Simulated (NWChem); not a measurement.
# CH4AlFO (SMILES C[O][AlH][F]): levels of theory compared

Aim: a comparison of 5 runs (HF/STO-3G, HF/3-21G, B3LYP/6-31G*, PBE0/pcseg-1) of CH4AlFO. 

The results are computed with NWChem 7.3.0.

### 1 The system as given

CH4AlFO has 8 atoms, charge 0, and is taken as a singlet. As SMILES, `C[O][AlH][F]`. Geometry: relaxed at PBE0-D4/def2-TZVP. This is one conformer, not always the lowest.

Bond lengths: C1–O2 1.399 Å, O2–Al3 1.670 Å, Al3–F4 1.649 Å, C1–H5 1.094 Å, C1–H6 1.096 Å, C1–H7 1.094 Å, Al3–H8 1.562 Å. Angles: C1–O2–Al3 138.4°, O2–Al3–F4 119.9°, O2–C1–H5 109.9°, O2–C1–H6 112.4°, O2–C1–H7 109.9°, O2–Al3–H8 120.2°, F4–Al3–H8 119.9°, H5–C1–H6 108.3°, H5–C1–H7 108.0°, H6–C1–H7 108.3°.

### 2 Energy and gradient at HF/STO-3G (run 1)

nw.nw

```
echo
start nw
memory total 2200 mb
geometry units angstrom noautosym nocenter noautoz
C     0.299200    1.250100   -0.037400
O     0.135200    0.005600    0.579400
Al   -0.314700   -1.547000    0.158600
F    -0.714900   -1.892400   -1.403300
H     1.331100    1.593600    0.084600
H     0.072400    1.218300   -1.108800
H    -0.359600    1.988000    0.430700
H    -0.356500   -2.673300    1.240500
end
basis spherical bse
* library STO-3G
end
scf
thresh 1e-08
maxiter 80
noprint "final vectors analysis"
end
task scf gradient
```

Run with:

```console
$ nwchem nw.nw > nw.out
```

The program printed:

```text
[...]
  functions       =    28
[...]
  wavefunction    = RHF
[...]
         Total SCF energy =   -450.694260619420
      One-electron energy =   -947.075309069696
      Two-electron energy =    337.783612866160
 Nuclear repulsion energy =    158.597435584116
        Time for solution =      1.0s
[...]
                         RHF ENERGY GRADIENTS
    atom               coordinates                        gradient
                 x          y          z           x          y          z
   1 C       0.565406   2.362346  -0.070676    0.005273   0.016661   0.006766
   2 O       0.255491   0.010582   1.094907    0.003750   0.029528  -0.015392
   3 Al     -0.594697  -2.923406   0.299711    0.003381   0.013466   0.001343
   4 F      -1.350965  -3.576117  -2.651852   -0.008190  -0.009913  -0.028773
   5 H       2.515414   3.011467   0.159871   -0.001783  -0.004269   0.002225
   6 H       0.136816   2.302253  -2.095328   -0.000857  -0.006632   0.003409
   7 H      -0.679545   3.756775   0.813905    0.000499  -0.004822   0.001744
   8 H      -0.673687  -5.051804   2.344205   -0.002072  -0.034019   0.028678
[...]
```

Wall time 2 s (1 thread of Intel Xeon Platinum 8488C (Sapphire Rapids), shared host); peak memory 0.098 GiB.

### 3 Energy and forces at HF/3-21G (run 2)

geom.xyz

```xyz
8
CH4AlFO gradient
C      0.299200     1.250100    -0.037400
O      0.135200     0.005600     0.579400
Al    -0.314700    -1.547000     0.158600
F     -0.714900    -1.892400    -1.403300
H      1.331100     1.593600     0.084600
H      0.072400     1.218300    -1.108800
H     -0.359600     1.988000     0.430700
H     -0.356500    -2.673300     1.240500
```

run.py

```python
from ase.io import read
from ase.calculators.nwchem import NWChem

system = read('geom.xyz')

calc = NWChem(
    label='geom',
    theory='scf',
    memory='2200 mb',
    basis='3-21G',
    basispar='spherical bse',
    scf={'nopen': '0', 'rhf': None, 'thresh': '1e-08', 'maxiter': '80'},
)
system.calc = calc

forces = system.get_forces()
print(f"energy = {system.get_potential_energy():.6f} eV")
print("forces (eV/A):")
for s, f in zip(system.symbols, forces):
    print(f"{s:2s} {f[0]:10.5f} {f[1]:10.5f} {f[2]:10.5f}")
print("dipole (e A):", system.get_dipole_moment().round(4))
```

Run with:

```console
$ export ASE_NWCHEM_COMMAND="nwchem PREFIX.nwi > PREFIX.nwo"
$ python run.py
```

The program printed:

```text
energy = -12354.935438 eV
forces (eV/A):
C     0.23541    1.13602   -0.15087
O    -0.23752   -0.78100   -0.26266
Al    0.04901   -0.21278    0.47031
F     0.01995    0.15283   -0.07358
H    -0.36577   -0.04895   -0.09076
H     0.07847    0.08068    0.28935
H     0.24605   -0.19098   -0.21520
H    -0.02566   -0.13581    0.03342
dipole (e A): [0.0631 0.2316 0.0477]
```

The calculator wrote geom.nwi:

```
title "geom"

permanent_dir geom

scratch_dir geom

start geom

geometry units angstrom nocenter noautosym noautoz
  C  2.9920000000000002e-01 1.2501000000000000e+00 -3.7400000000000003e-02
  O  1.3519999999999999e-01 5.5999999999999999e-03 5.7940000000000003e-01
  Al -3.1469999999999998e-01 -1.5469999999999999e+00 1.5859999999999999e-01
  F  -7.1489999999999998e-01 -1.8924000000000001e+00 -1.4033000000000000e+00
  H  1.3310999999999999e+00 1.5935999999999999e+00 8.4599999999999995e-02
  H  7.2400000000000006e-02 1.2182999999999999e+00 -1.1088000000000000e+00
  H  -3.5959999999999998e-01 1.9880000000000000e+00 4.3070000000000003e-01
  H  -3.5649999999999998e-01 -2.6732999999999998e+00 1.2404999999999999e+00
end

memory 2200 mb

basis spherical bse noprint
   * library 3-21G
end

scf
  nopen 0
  rhf
  thresh 1e-08
  maxiter 80
end

task scf gradient
```

geom.nwo:

```text
Northwest Computational Chemistry Package (NWChem) 7.3.0
             --------------------------------------------------------

           Job information
           ---------------

    nwchem branch   = 7.3.0
    use scalapack   = T
    input           = geom.nwi
    prefix          = geom.
    data base       = geom/geom.db
    status          = startup
    nproc           =        1

           Memory information
           ------------------

[... 5 lines left out ...]
    hardfail = no
[... 137 lines left out ...]
         Quadratically convergent ROHF
[... 14 lines left out ...]
       Final RHF  results
[... 4 lines left out ...]
      Two-electron energy =    334.387730298789
[... 39 lines left out ...]
                       ROHF Final Molecular Orbital Analysis
[... 224 lines left out ...]
                 ----------------------------------------
                 |  Time  |  1-e(secs)   |  2-e(secs)   |
                 ----------------------------------------
                 |  CPU   |       0.00   |       0.59   |
                 ----------------------------------------
                 |  WALL  |       0.00   |       0.59   |
                 ----------------------------------------

 Task  times  cpu:        1.8s     wall:        1.8s
 Total times  cpu:        1.8s     wall:        1.8s
```

Wall time 2.8 s (1 thread of Intel Xeon Platinum 8488C (Sapphire Rapids), shared host); peak memory 0.099 GiB.

Run 3 isn't shown in full; the table further down has it.

### 4 Energy and gradient at B3LYP/6-31G(d) (Cartesian functions) (run 4)

run.py

```python
from ase import Atoms
from ase.calculators.nwchem import NWChem

mol = Atoms('COAlFHHHH', positions=[
    [0.299200, 1.250100, -0.037400],
    [0.135200, 0.005600, 0.579400],
    [-0.314700, -1.547000, 0.158600],
    [-0.714900, -1.892400, -1.403300],
    [1.331100, 1.593600, 0.084600],
    [0.072400, 1.218300, -1.108800],
    [-0.359600, 1.988000, 0.430700],
    [-0.356500, -2.673300, 1.240500],
])

calc = NWChem(
    label='ch4alfo',
    theory='dft',
    memory='2200 mb',
    basis='6-31G*',
    dft={'xc': 'b3lyp', 'mult': '1', 'grid': 'xfine', 'convergence': 'energy 1e-08', 'iterations': '100', 'mulliken': None},
)
mol.calc = calc

forces = mol.get_forces()
e = mol.get_potential_energy()
print(f"E = {e:.6f} eV")
print("forces (eV/A):")
for s, f in zip(mol.symbols, forces):
    print(f"{s:2s} {f[0]:10.5f} {f[1]:10.5f} {f[2]:10.5f}")
print("dipole (e A):", mol.get_dipole_moment().round(4))
```

Run with:

```console
$ export ASE_NWCHEM_COMMAND="nwchem PREFIX.nwi > PREFIX.nwo"
$ python run.py
```

The program printed:

```text
E = -12466.028866 eV
forces (eV/A):
C     0.02299    0.21284   -0.13442
O     0.11632    0.17864    0.36710
Al   -0.09924   -0.43246    0.00139
F    -0.06479   -0.06757   -0.23628
H     0.10320    0.04407    0.00926
H    -0.01733    0.02175   -0.11092
H    -0.06340    0.08356    0.04412
H     0.00221   -0.04083    0.05975
dipole (e A): [0.063  0.2272 0.051 ]
```

The calculator wrote ch4alfo.nwi:

```
title "ch4alfo"

permanent_dir ch4alfo

scratch_dir ch4alfo

start ch4alfo

geometry units angstrom nocenter noautosym noautoz
  C  2.9920000000000002e-01 1.2501000000000000e+00 -3.7400000000000003e-02
  O  1.3519999999999999e-01 5.5999999999999999e-03 5.7940000000000003e-01
  Al -3.1469999999999998e-01 -1.5469999999999999e+00 1.5859999999999999e-01
  F  -7.1489999999999998e-01 -1.8924000000000001e+00 -1.4033000000000000e+00
  H  1.3310999999999999e+00 1.5935999999999999e+00 8.4599999999999995e-02
  H  7.2400000000000006e-02 1.2182999999999999e+00 -1.1088000000000000e+00
  H  -3.5959999999999998e-01 1.9880000000000000e+00 4.3070000000000003e-01
  H  -3.5649999999999998e-01 -2.6732999999999998e+00 1.2404999999999999e+00
end

memory 2200 mb

basis noprint
   * library 6-31G*
end

dft
  xc b3lyp
  mult 1
  grid xfine
  convergence energy 1e-08
  iterations 100
  mulliken
end

task dft gradient
```

ch4alfo.nwo:

```text
Northwest Computational Chemistry Package (NWChem) 7.3.0
             --------------------------------------------------------

           Job information
           ---------------

    nwchem branch   = 7.3.0
    use scalapack   = T
    input           = ch4alfo.nwi
    prefix          = ch4alfo.
    data base       = ch4alfo/ch4alfo.db
    status          = startup
    nproc           =        1

           Memory information
           ------------------

[... 5 lines left out ...]
    hardfail = no
[... 108 lines left out ...]
  convergence criterion.
[... 44 lines left out ...]
          Spatial weights used:  Erf1
[... 32 lines left out ...]
 1-e energy   =    -946.389312
[... 48 lines left out ...]
           Coulomb energy =      378.239763172117
[... 573 lines left out ...]
          Convergence on density requested:  1.00D-05
[... 30 lines left out ...]
          total energy or number of iterations.
[... 36 lines left out ...]
                 ----------------------------------------
                 |  Time  |  1-e(secs)   |  2-e(secs)   |
                 ----------------------------------------
                 |  CPU   |       0.01   |       4.21   |
                 ----------------------------------------
                 |  WALL  |       0.01   |       4.21   |
                 ----------------------------------------

 Task  times  cpu:       24.9s     wall:       24.9s
 Total times  cpu:       24.9s     wall:       24.9s
```

It took 26 s on 1 thread of Intel Xeon Platinum 8488C (Sapphire Rapids), shared host; peak memory 0.14 GiB.

### 5 Energy and forces at PBE0/pcseg-1 (run 5)

nw.nw

```
start nw
title "CH4AlFO"
memory 2200 mb

geometry units au noautosym nocenter noautoz
 C   0.56540606  2.36234663 -0.07067576
 O   0.25549097  0.01058247  1.09490732
 Al -0.59469681 -2.92340631  0.29971056
 F  -1.35096521 -3.57611772 -2.65185267
 H   2.51541444  3.01146755  0.15987083
 H   0.13681617  2.30225334 -2.09532833
 H  -0.67954551  3.75677554  0.81390504
 H  -0.67368736 -5.05180485  2.34420526
end

basis spherical bse
 * library pcseg-1
end

dft
 xc pbe0
 grid xfine
 convergence energy 1e-08
 maxiter 100
 mulliken
end

task dft gradient
```

Run with:

```console
$ nwchem nw.nw > nw.out
```

The program printed:

```text
[...]
          Wavefunction type:  closed shell.
          No. of atoms     :     8
          No. of electrons :    40
[...]
          Charge           :     0
          Spin multiplicity:     1
[...]
          AO basis - number of functions:    80
[...]
              XC Information
              --------------
                         PBE0 Method XC Functional
                     Hartree-Fock (Exact) Exchange  0.250
          PerdewBurkeErnzerhof Exchange Functional  0.750
            Perdew 1991 LDA Correlation Functional  1.000 local
           PerdewBurkeErnz. Correlation Functional  1.000 non-local
[...]
 d= 0,ls=0.0,diis     1   -457.6166486490 -6.16D+02  1.63D-02  9.26D-01     2.8
[...]
 d= 0,ls=0.0,diis     8   -457.7154175295 -4.41D-09  3.12D-06  1.76D-07    18.8
         Total DFT energy =     -457.715417529493
      One electron energy =     -949.848503239465
           Coulomb energy =      377.926620643823
    Exchange-Corr. energy =      -44.390959093130
 Nuclear repulsion energy =      158.597424159280
[...]
      Total Density - Mulliken Population Analysis
     ---------------------------------------------
    Atom       Charge   Shell Charges
 -----------   ------   -------------------------------------------------------
    1 C    6     5.96   1.99  0.73  0.37  2.09  0.72  0.06
    2 O    8     8.75   2.00  0.87  0.93  2.98  1.97  0.01
    3 Al  13    11.89   2.00  1.99  0.64  0.06  5.99  0.92  0.06  0.23
    4 F    9     9.53   2.00  0.94  1.01  3.43  2.15  0.01
    5 H    1     0.90   0.78  0.10  0.02
    6 H    1     0.90   0.78  0.11  0.02
    7 H    1     0.90   0.78  0.10  0.02
    8 H    1     1.17   0.74  0.42  0.00
[...]
  wavefunction    = closed shell
[...]
```

It took 26 s on 1 thread of Intel Xeon Platinum 8488C (Sapphire Rapids), shared host; peak memory 0.14 GiB.

### 6 All runs side by side

```tsv
run	level	iteration cap	module	energy (Eh)	dipole moment (D)	largest force (eV/Å)	wall time
1	HF/STO-3G	80	scf	-450.694261	0.10	2.290	2 s
2	HF/3-21G	80	scf	-454.035507	1.18	1.170	2.8 s
3	B3LYP/6-31G* (spherical functions)	100	dft	-458.113087	1.16	0.468	24 s
4	B3LYP/6-31G* (Cartesian functions)	100	dft	-458.118115	1.16	0.444	26 s
5	PBE0/pcseg-1	100	dft	-457.715418	1.22	0.728	26 s
```

### 7 Outcome

```
                       quantity          value
            run 5: total energy  -457.71542 Eh
           run 5: dipole moment         1.22 D
             run 5: HOMO energy       -8.48 eV
             run 5: LUMO energy       -0.43 eV
           run 5: HOMO–LUMO gap        8.05 eV
run 5: largest force on an atom     0.728 eV/Å
```

**Reading.** The dipole moment (its size) runs from 0.10 D (HF/STO-3G) to 1.22 D (PBE0/pcseg-1). The two ends differ in method and basis. Over runs 2, 3, 4, 5 the HOMO–LUMO gap runs from 7.54 eV (B3LYP/6-31G*) to 14.27 eV (HF/3-21G). Totals of different functionals can't be ranked against each other. In run 1 the basis is minimal, so the values are rough. All runs together took 81 s, the longest 26 s.
